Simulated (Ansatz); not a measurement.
**Cu5Si3: melt and quench**

The task, for Cu5Si3: follow a random packing through a hot liquid and a fast quench, and see what structure it leaves.

Program: Ansatz 0.2.0. Level of theory: DFT PBE, scalar-relativistic, plane waves, PAW. These are calculated values, not measurements.

## 1. The structure to begin with

The cell holds 16 atoms (Cu10Si6): a = 6.034 Å, b = 6.312 Å, c = 5.993 Å, α = 91.32°, β = 89.34°, γ = 91.28°.

It is the last frame of an earlier stage of the same melt, run at 1550 K.

As a file:

```cif
data_structure
_symmetry_space_group_name_H-M 'P 1'
_symmetry_Int_Tables_number 1
_cell_length_a 6.0338
_cell_length_b 6.3121
_cell_length_c 5.9932
_cell_angle_alpha 91.323
_cell_angle_beta 89.345
_cell_angle_gamma 91.280
_cell_volume 228.13
loop_
_atom_site_label
_atom_site_type_symbol
_atom_site_fract_x
_atom_site_fract_y
_atom_site_fract_z
_atom_site_occupancy
Cu1 Cu 0.54494 0.25504 0.59597 1
Cu2 Cu 0.79365 0.55942 0.38760 1
Cu3 Cu 0.68623 0.12713 0.90993 1
Cu4 Cu 0.73106 0.91198 0.58285 1
Cu5 Cu 0.04553 0.23075 0.60426 1
Cu6 Cu 0.51811 0.59455 0.77117 1
Cu7 Cu 0.31006 0.89172 0.70570 1
Cu8 Cu 0.42451 0.41094 0.09497 1
Cu9 Cu 0.18742 0.72679 0.00354 1
Cu10 Cu 0.37421 0.97294 0.31303 1
Si1 Si 0.03854 0.62384 0.67286 1
Si2 Si 0.61903 0.74847 0.10006 1
Si3 Si 0.90635 0.43267 0.99085 1
Si4 Si 0.11332 0.12892 0.05363 1
Si5 Si 0.37252 0.56450 0.39285 1
Si6 Si 0.82224 0.17888 0.32296 1
```

## 2. Dynamics at 860 K

One k point, a Fermi-Dirac width of 0.074 eV and a fixed cell.

input.yaml reads:

```yaml
crystal:
  lattice:
    - [6.033308, -0.068701, 0.033986]
    - [-0.068701, 6.311354, -0.070802]
    - [0.033986, -0.070802, 5.992716]
  atoms:
    - { symbol: Cu, position: [0.544937989, 0.2550376794, 0.5959692172] }
    - { symbol: Cu, position: [0.7936532906, 0.559415364, 0.3876023471] }
    - { symbol: Cu, position: [0.6862348406, 0.1271279446, 0.9099316546] }
    - { symbol: Cu, position: [0.7310568363, 0.9119833551, 0.5828499634] }
    - { symbol: Cu, position: [0.0455341058, 0.2307454856, 0.6042619546] }
    - { symbol: Cu, position: [0.5181125171, 0.5945495329, 0.7711724013] }
    - { symbol: Cu, position: [0.3100641829, 0.8917174287, 0.7057026659] }
    - { symbol: Cu, position: [0.4245054396, 0.4109355014, 0.0949712964] }
    - { symbol: Cu, position: [0.1874212965, 0.7267928663, 0.003538532] }
    - { symbol: Cu, position: [0.3742075081, 0.9729436013, 0.3130324986] }
    - { symbol: Si, position: [0.0385448029, 0.6238392766, 0.6728612903] }
    - { symbol: Si, position: [0.6190290822, 0.7484718054, 0.100064264] }
    - { symbol: Si, position: [0.9063495816, 0.4326731302, 0.9908464406] }
    - { symbol: Si, position: [0.1133158588, 0.1289184769, 0.0536323577] }
    - { symbol: Si, position: [0.3725174944, 0.5644967763, 0.3928475295] }
    - { symbol: Si, position: [0.8222361078, 0.1788752075, 0.3229556228] }
  symmetry: { detect: false }
basis:
  ecutwfc: 420
  xc_grid: 1
kpoints:
  mp_grid: { grid: [1, 1, 1], shift: [0.25, 0.25, 0.25] }
hamiltonian:
  xc: pbe
scf:
  occupations: { method: fermi_dirac, width: 0.0741 }
  lower_state_search: "off"
  convergence: { dr2_threshold: 1.0e-05 }
output:
  forces: true
  stress: true
md:
  timestep: 3.0
  n_steps: 126
  ensemble: nvt_langevin
  friction: 0.03
  temperature: 860.0
  initial_velocities: maxwell_boltzmann
  seed: 56423
```

Launch:

```console
$ ansatz run input.yaml --threads 2 --pin off --max-ram 5120MiB --backend cpu --events-out ev --progress --plain --runs-dir out
```

Output (excerpt; [...] marks lines left out):

```text
Warning: scf.convergence.dr2_threshold = 1e-5 eV is looser than this run's default, which is 1e-7 eV or tighter. The error in the forces grows as the threshold's square root, so leave the key out unless less accurate forces are enough
Warning: output.stress: scf.convergence.dr2_threshold = 1e-5 eV is looser than the 1.6e-9 eV advised for a printed stress (1e-10 eV for each atom of the cell: 16). What an SCF threshold leaves in a stress goes as its square root, and in the free energy as the threshold itself, and one [...]
Warning: RAYON_NUM_THREADS=2 ignored (pool sized by the plan → 2); use --threads N
[...]
Pseudopotentials: kind: paw
Pseudopotential: Cu, paw, valence charge 19, recommended cutoff 420 eV (normal), Cu.paw.azcp
Pseudopotential: Si, paw, valence charge 4, recommended cutoff 420 eV (normal), Si.paw.azcp
Functional definition: PBE
[...]
Crystal: 16 atoms, lattice volume = 228.127 Å³
Basis set: ecut = 420 eV, 4463 PW (Γ)
Bands: 129, of which v1, the nominal top of the filled ones, is band 107 counted from 1 (106 counted from 0)
Symmetry: 1 space group operations
k-points: 1
[...]
SCF iter   1: F=—  HF=-70063.472233 eV  |F-HF|=—  |Δ(HF+E_count)|=         —  Δρ=1.06e-2  dr2=4.37e-1  ethr=1.77e-3  ⟨swp⟩=5.0  Hψ=468  notcnv=0  defer=5
[...]
md step     0: t =     0.00 fs  T =   806.2 K  F+E_penalty+E_count = -70063.36243174 eV  E_kin = 1.667454 eV  P_inst = 3.4060 GPa  (8 SCF iters)
[...]
md step     9: t =    27.00 fs  T =   971.9 K  F+E_penalty+E_count = -70064.22922345 eV  E_kin = 2.010050 eV  P_inst = 0.4729 GPa  (4 SCF iters)
[...]
md step    18: t =    54.00 fs  T =   938.8 K  F+E_penalty+E_count = -70063.70914982 eV  E_kin = 1.941665 eV  P_inst = 2.4942 GPa  (4 SCF iters)
[...]
md step    27: t =    81.00 fs  T =  1239.7 K  F+E_penalty+E_count = -70063.79257239 eV  E_kin = 2.563846 eV  P_inst = 2.2522 GPa  (4 SCF iters)
[...]
md step    34: t =   102.00 fs  T =  1085.4 K  F+E_penalty+E_count = -70064.11455252 eV  E_kin = 2.244816 eV  P_inst = 2.1416 GPa  (4 SCF iters)
md step    35: t =   105.00 fs  T =  1087.2 K  F+E_penalty+E_count = -70064.19753543 eV  E_kin = 2.248471 eV  P_inst = 2.1037 GPa  (4 SCF iters)
```

## 3. The output, continued: Langevin dynamics at 860 K from the last frame before

Output, continued (excerpt; [...] marks lines left out):

```text
md step    36: t =   108.00 fs  T =  1102.4 K  F+E_penalty+E_count = -70064.25550203 eV  E_kin = 2.280037 eV  P_inst = 2.0769 GPa  (4 SCF iters)
[...]
md step    58: t =   174.00 fs  T =   668.4 K  F+E_penalty+E_count = -70064.89463869 eV  E_kin = 1.382307 eV  P_inst = -0.4460 GPa  (5 SCF iters)
[...]
md step    80: t =   240.00 fs  T =   776.6 K  F+E_penalty+E_count = -70064.82015640 eV  E_kin = 1.606215 eV  P_inst = -0.4682 GPa  (6 SCF iters)
[...]
md step   102: t =   306.00 fs  T =   773.4 K  F+E_penalty+E_count = -70064.61751336 eV  E_kin = 1.599458 eV  P_inst = -1.2065 GPa  (4 SCF iters)
[...]
md step   124: t =   372.00 fs  T =  1006.8 K  F+E_penalty+E_count = -70064.73825437 eV  E_kin = 2.082260 eV  P_inst = -0.3611 GPa  (4 SCF iters)
md step   125: t =   375.00 fs  T =  1060.3 K  F+E_penalty+E_count = -70064.79742326 eV  E_kin = 2.192901 eV  P_inst = -0.4766 GPa  (4 SCF iters)
[...]
SCF converged after 6 iterations
Free energy (F): -70064.892988 eV
[...]
E sigma→0 (E₀):  -70064.888338 eV
Entropy (-TS):   -0.009300 eV (-0.581 meV/atom)
Fermi energy:    12.257240 eV
[...]
--- Forces (eV/Å), atoms counted from 1 ---
  atom   1  Cu    -0.05294113    -0.64515882    -0.18250686
  atom   2  Cu     0.61307195     0.43670641     0.43759838
  atom   3  Cu     0.37126093     0.00437889    -0.23342604
  atom   4  Cu     0.37774847     0.57627524    -0.55825858
  atom   5  Cu    -0.71116639     0.55792116    -0.26802485
  atom   6  Cu    -0.23233198    -0.98736536    -0.64067651
  atom   7  Cu     0.75358454     0.07352320    -0.36482515
  atom   8  Cu    -0.75417870    -0.17757244     0.37581279
[...]
--- Stress (GPa, compression-positive) ---
       -2.277604      -1.888250      -3.814892
       -1.888250      -3.304799      -0.667158
       -3.814895      -0.667158       0.426046
  P = ⅓ Tr σ = -1.7188 GPa (-17.188 kbar)
--- MD trajectory: 126 steps, t = 0.0 → 378.0 fs ---
  final state: T = 1141.5 K   F+E_penalty+E_count = -70064.89298763 eV   E_kin = 2.360804 eV
```

Wall time 3.4 min (2 threads of Arm Neoverse V2, shared host); peak memory 0.46 GiB.

## 4. The trajectory

One step in 10; energies are changes from step 0; msd is the mean square displacement from the start, the centre of mass held:

| time (fs) | T (K) | potential energy change (meV/atom) | pressure (GPa) | msd Si (Å²) | msd Cu (Å²) |
| --- | --- | --- | --- | --- | --- |
| 0.0 | 806 | 0.0 | 3.4 | 0.000 | 0.000 |
| 30.0 | 920 | -49.6 | 0.6 | 0.065 | 0.028 |
| 60.0 | 1269 | -30.8 | 2.6 | 0.148 | 0.056 |
| 90.0 | 889 | -25.6 | 2.1 | 0.108 | 0.102 |
| 120.0 | 778 | -71.6 | 1.5 | 0.117 | 0.089 |
| 150.0 | 658 | -98.4 | 0.1 | 0.111 | 0.072 |
| 180.0 | 615 | -95.9 | -0.7 | 0.069 | 0.086 |
| 210.0 | 795 | -66.1 | -0.2 | 0.112 | 0.090 |
| 240.0 | 777 | -91.1 | -0.5 | 0.146 | 0.096 |
| 270.0 | 692 | -75.5 | 0.4 | 0.187 | 0.117 |
| 300.0 | 763 | -79.9 | -1.1 | 0.205 | 0.140 |
| 330.0 | 858 | -82.3 | -0.7 | 0.151 | 0.148 |
| 360.0 | 907 | -85.7 | -0.1 | 0.128 | 0.159 |
| 378.0 | 1141 | -95.7 | -0.6 | 0.113 | 0.167 |

time (fs), T (K) and a bar:
```
      0.0        806 #########
     15.0       1153 ##########################
     33.0        758 #######
     48.0        907 ##############
     66.0       1216 #############################
     81.0       1240 ##############################
     99.0        926 ###############
    114.0        782 ########
    132.0        796 #########
    147.0        634 #
    165.0        850 ###########
    180.0        615 
    198.0       1008 ###################
    213.0        887 #############
    231.0       1118 ########################
    246.0        700 ####
    264.0        819 ##########
    279.0        843 ###########
    297.0        752 #######
    312.0        622 
    330.0        858 ############
    345.0        749 ######
    363.0        815 ##########
    378.0       1141 #########################
```

Pair distribution over the second half of the run:

| r (Å) | g Cu–Cu | g Cu–Si | g Si–Si |
| --- | --- | --- | --- |
| 0.68 | 0.00 | 0.00 | 0.00 |
| 0.84 | 0.00 | 0.00 | 0.00 |
| 1.00 | 0.00 | 0.00 | 0.00 |
| 1.16 | 0.00 | 0.00 | 0.00 |
| 1.32 | 0.00 | 0.00 | 0.00 |
| 1.48 | 0.00 | 0.00 | 0.00 |
| 1.64 | 0.00 | 0.00 | 0.00 |
| 1.80 | 0.00 | 0.00 | 0.00 |
| 1.96 | 0.00 | 0.00 | 0.00 |
| 2.12 | 0.08 | 0.33 | 0.04 |
| 2.28 | 0.91 | 2.01 | 0.86 |
| 2.44 | 2.64 | 3.72 | 2.16 |
| 2.60 | 3.31 | 2.17 | 2.43 |
| 2.76 | 2.00 | 1.66 | 1.96 |
| 2.92 | 1.20 | 1.04 | 1.01 |

First peaks of g(r) (not always the tallest), and, where a minimum follows, the mean number of second-named atoms round a first-named one up to the next minimum:

| pair | peak (Å) | height | minimum (Å) | neighbours |
| --- | --- | --- | --- | --- |
| Cu–Cu | 2.60 | 3.3 | - | - |
| Cu–Si | 2.44 | 3.7 | - | - |
| Si–Si | 2.52 | 2.5 | - | - |

## 5. Frames from the trajectory

Positions (Å) and forces (eV/Å):

```xyz
16
Lattice="6.033 -0.069 0.034 -0.069 6.311 -0.071 0.034 -0.071 5.993" Properties=species:S:1:pos:R:3:forces:R:3 pbc="T T T" time_fs=63.0 T=1250 dE=-0.5650
Cu    3.194    1.573    3.659   -0.232    0.023   -0.693
Cu    4.892    3.475    2.332    0.059   -1.085    1.235
Cu    4.247    0.689    5.631    0.500   -1.500   -0.908
Cu    4.497    5.476    3.630   -0.053    0.621   -0.287
Cu    0.179    1.062    3.598   -0.422    0.892   -0.070
Cu    3.117    3.838    4.576    0.347   -0.640    0.421
Cu    1.749    5.830    4.301    0.768   -0.199   -0.956
Cu    2.556    2.245    0.405   -0.214    1.083    0.797
Cu    1.126    4.504    0.173    0.756   -1.062    1.879
Cu    2.505    6.018    1.906   -0.377   -0.242    0.641
Si    0.241    3.967    4.221   -0.946   -0.534   -1.258
Si    3.996    4.701    0.639   -0.745    0.240   -0.822
Si    5.201    2.679    6.169    0.798    0.102   -0.837
Si    1.181    0.465    0.350   -1.627    0.960    0.399
Si    1.981    3.588    2.506    0.222    0.281   -0.345
Si    4.648    0.787    1.821    1.164    1.059    0.801
16
Lattice="6.033 -0.069 0.034 -0.069 6.311 -0.071 0.034 -0.071 5.993" Properties=species:S:1:pos:R:3:forces:R:3 pbc="T T T" time_fs=126.0 T=842 dE=-1.3388
Cu    2.997    1.639    3.488    0.069   -0.076    0.191
Cu    4.777    3.456    2.426   -0.653   -0.352   -1.017
Cu    4.358    0.474    5.648   -1.173    0.512   -0.506
Cu    4.467    5.533    3.668   -0.338    0.624   -1.174
Cu    0.233    1.006    3.598   -0.395    0.967    0.058
Cu    3.309    3.709    4.593   -0.486   -0.362    0.609
Cu    1.715    5.693    4.262    0.407   -0.155    0.448
Cu    2.313    2.145    0.699    0.026   -0.023   -0.004
Cu    1.175    4.453    0.315   -0.199   -0.241    0.368
Cu    2.444    6.160    1.963   -0.775    0.368   -0.527
Si    0.024    3.970    4.127    1.183    0.062    0.730
Si    3.591    4.779    0.616    0.392   -1.273    0.039
Si    5.047    2.800    6.024    0.328    0.384    0.486
Si    0.428    0.500    0.328    2.476   -0.567    0.006
Si    2.049    3.781    2.632   -0.547    0.190   -0.841
Si    4.711    1.141    1.822   -0.314   -0.059    1.134
16
Lattice="6.033 -0.069 0.034 -0.069 6.311 -0.071 0.034 -0.071 5.993" Properties=species:S:1:pos:R:3:forces:R:3 pbc="T T T" time_fs=189.0 T=765 dE=-1.6337
Cu    2.839    1.505    3.748    0.115    0.321   -0.285
Cu    4.749    3.589    2.327   -0.018   -1.088    0.619
Cu    4.290    0.506    5.594   -0.208    0.086    0.070
Cu    4.361    5.679    3.363   -0.200   -0.605    0.846
Cu    0.316    1.096    3.919   -0.563    0.375    0.046
Cu    3.223    3.623    4.661    0.474    0.007   -0.462
Cu    1.832    5.600    4.396   -0.315   -0.203   -0.307
Cu    2.399    2.223    0.592    0.329    0.244    0.023
Cu    1.031    4.365    0.390    0.309    0.244    0.156
Cu    2.370    6.418    1.796    0.086   -0.690   -0.014
Si    0.070    3.725    4.260    0.374    0.997   -1.323
Si    3.725    4.744    0.587   -0.545   -0.293    0.264
Si    5.195    2.678    6.191   -0.474    0.142    0.030
Si    0.682    0.542    0.388    0.350   -0.385   -0.708
Si    1.972    3.823    2.491    0.531   -0.029    0.804
Si    4.926    0.972    1.952   -0.246    0.874    0.240
16
Lattice="6.033 -0.069 0.034 -0.069 6.311 -0.071 0.034 -0.071 5.993" Properties=species:S:1:pos:R:3:forces:R:3 pbc="T T T" time_fs=252.0 T=844 dE=-1.5184
Cu    2.883    1.586    3.760   -0.595   -1.146   -1.277
Cu    4.544    3.215    2.350    0.676    0.118    1.031
Cu    4.068    0.485    5.601    0.079   -0.092    0.130
Cu    4.585    5.529    3.449   -0.670   -0.487   -0.129
Cu    0.031    1.161    3.956    0.377    0.611   -0.032
Cu    3.242    3.500    4.797    0.297    1.073   -0.125
Cu    1.823    5.551    4.408    0.524    0.791   -0.478
Cu    2.540    2.319    0.805   -0.033    0.523    0.224
Cu    1.002    4.479    0.527    0.360   -0.497   -0.080
Cu    2.309    6.411    1.635    1.280   -0.676    1.743
Si    0.265    3.936    4.083   -0.600   -0.863   -0.142
Si    3.980    4.680    0.570    0.048    0.298    0.281
Si    5.359    2.625    6.085    0.188    0.492   -0.333
Si    0.966    0.591    0.193   -1.533    0.812   -0.762
Si    2.433    4.164    2.565   -0.599   -0.615   -0.225
Si    4.912    0.951    1.845    0.200   -0.343    0.174
16
Lattice="6.033 -0.069 0.034 -0.069 6.311 -0.071 0.034 -0.071 5.993" Properties=species:S:1:pos:R:3:forces:R:3 pbc="T T T" time_fs=315.0 T=569 dE=-1.2367
Cu    2.601    1.623    3.745   -0.042    0.513   -0.161
Cu    4.481    3.299    2.262    0.855   -0.545    0.514
Cu    3.744    0.514    5.594    0.305    0.487    0.075
Cu    4.586    5.506    3.394   -0.462    0.069    0.408
Cu    0.198    1.289    3.979   -0.516   -0.069    0.076
Cu    3.257    3.559    4.801    0.894    0.547    0.234
Cu    1.934    5.452    4.308   -0.923    1.113    0.293
Cu    2.577    2.503    0.806   -0.549   -0.692    0.208
Cu    1.109    4.610    0.534    0.002   -0.687   -0.493
Cu    2.434    6.485    1.937   -0.180   -0.459   -1.146
Si    0.089    3.908    4.075    0.884   -0.104   -0.412
Si    4.278    4.946    0.574   -0.570   -0.554   -0.033
Si    5.331    2.687    6.002    0.036   -0.430    0.382
Si    0.694    0.527    0.239    0.849    0.577   -0.013
Si    2.351    4.134    2.510   -0.585   -0.491    0.169
Si    4.998    0.914    1.970   -0.001    0.723   -0.101
16
Lattice="6.033 -0.069 0.034 -0.069 6.311 -0.071 0.034 -0.071 5.993" Properties=species:S:1:pos:R:3:forces:R:3 pbc="T T T" time_fs=378.0 T=1141 dE=-1.5306
Cu    2.612    1.836    3.762   -0.053   -0.645   -0.183
Cu    4.376    3.172    2.410    0.613    0.437    0.438
Cu    3.963    0.707    5.604    0.371    0.004   -0.233
Cu    4.343    5.449    3.620    0.378    0.576   -0.558
Cu    0.167    1.162    4.049   -0.711    0.558   -0.268
Cu    3.431    3.748    4.881   -0.232   -0.987   -0.641
Cu    1.748    5.714    4.246    0.754    0.074   -0.365
Cu    2.655    2.413    0.781   -0.754   -0.178    0.376
Cu    1.521    4.592    0.380   -0.650   -0.440    0.359
Cu    2.510    6.438    1.938   -0.427   -0.044   -0.283
Si    0.245    3.923    4.137   -1.660   -0.356    0.617
Si    3.956    4.985    0.638    0.837   -0.859    1.021
Si    5.429    2.730    6.185    0.172    0.531    0.039
Si    0.852    0.537    0.189   -0.076    0.784    1.458
Si    2.000    3.865    2.696    1.087    0.399   -1.223
Si    4.963    0.834    2.072    0.353    0.145   -0.553
```

## 6. The stages side by side

Means over the second half of each stage, earlier sessions' stages included (the first, hottest stages at a lower cutoff are left out); the pressure holds its kinetic part:

| thermostat (K) | duration (fs) | mean T (K) | mean P (GPa) | mean potential energy over the last stage (meV/atom) | largest msd at the end (Å²) | wall time |
| --- | --- | --- | --- | --- | --- | --- |
| 2150 | 564 | 2103 | 6.8 | 145 | 1.10 | 5.6 min |
| 1550 | 384 | 1782 | 4.9 | 116 | 0.22 | 3.7 min |
| 860 | 378 | 821 | -0.4 | 0 | 0.17 | 3.4 min |

## 7. Summary of results

| quantity | value |
| --- | --- |
| 860 K: length | 126 steps of 3 fs |
| 860 K: temperature, first and last step | 806 and 1141 K |
| 860 K: temperature, second half | mean 821 K, from 501 to 1141 K |

What this shows: Against a set 860 K the second half averages 821 K with a spread of 140 K (in equilibrium 16 atoms would scatter by about 176 K, over a far longer run). The set temperature drops by 1290 K in 762 fs, about 2×10^15 K/s: far faster than any laboratory quench, and in so small a cell the end may be disordered or ordered by chance. In the hottest stage of the table the atoms move only 1.10 Å² in mean square, too little to forget where they started, so this is no equilibrated liquid. A run of 378 fs with 16 atoms shows the motion but fixes no equilibrium value.
